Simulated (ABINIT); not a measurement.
Runs of ABINIT 10.8.3 (patched build) on Mg2Al. It takes space group F-43m (No. 216, cubic). Conventional cell: a = 5.684 Å, b = 5.684 Å, c = 5.684 Å, α = 90.00°, β = 90.00°, γ = 90.00°. Around Mg (site symmetry -43m) lie 4 Al at 2.46 Å and 4 Mg at 2.46 Å. Mg (site symmetry -43m) has 4 Mg at 2.46 Å as nearest neighbours. Al (site symmetry -43m) is surrounded by 4 Mg at 2.46 Å. The cell was built by a generator and needn't be a form met in nature.

| task | level | cell | cell freedom (optcell) | cutoff smearing ecutsm (Ha) | optimiser (ionmov) | force stop (Ha/bohr) | k mesh for the DOS | gap on the mesh (eV) | pressure (GPa) | relaxed volume (Å³/atom) |
| --- | --- | --- | --- | --- | --- | --- | --- | --- | --- | --- |
| single point | PBEsol | cell taken from the last step of an earlier PBE relaxation by this program, which needn't have reached its minimum | - | - | - | - | - | none | -0.9 | - |
| relaxation of cell and atoms | PBE | relaxed | 2 | 0.5 | 2 | 0.0001 | - | none | 0.0 | (a) |
| relaxation of cell and atoms | PBE | relaxed from: cell taken from the last step of an earlier PBE relaxation by this program, which needn't have reached its minimum | 1 | 0.5 | 22 | 0.0005 | - | none | 0.0 | 24.66 |
| projected density of states | PBE | cell taken from the last step of an earlier PBE relaxation by this program, which needn't have reached its minimum | - | - | - | - | 11 × 11 × 11 | none | -0.2 | - |

Alike in all rows: potentials or basis JTH PAW PBE v2.0; no spin polarisation; k mesh 8 × 8 × 8; cutoff (eV) 544; smearing fermi-dirac 0.05 eV.

Question: Fill in the values left out.

Answer: (a) 24.52.

Caveats: the PAW data sets were made with another functional, which shifts forces and pressure a little (some runs); the volume moved by over 15 % at a fixed basis, so the end points are rough (some runs).

A gap of «none» marks a metal or a gap under the smearing width.
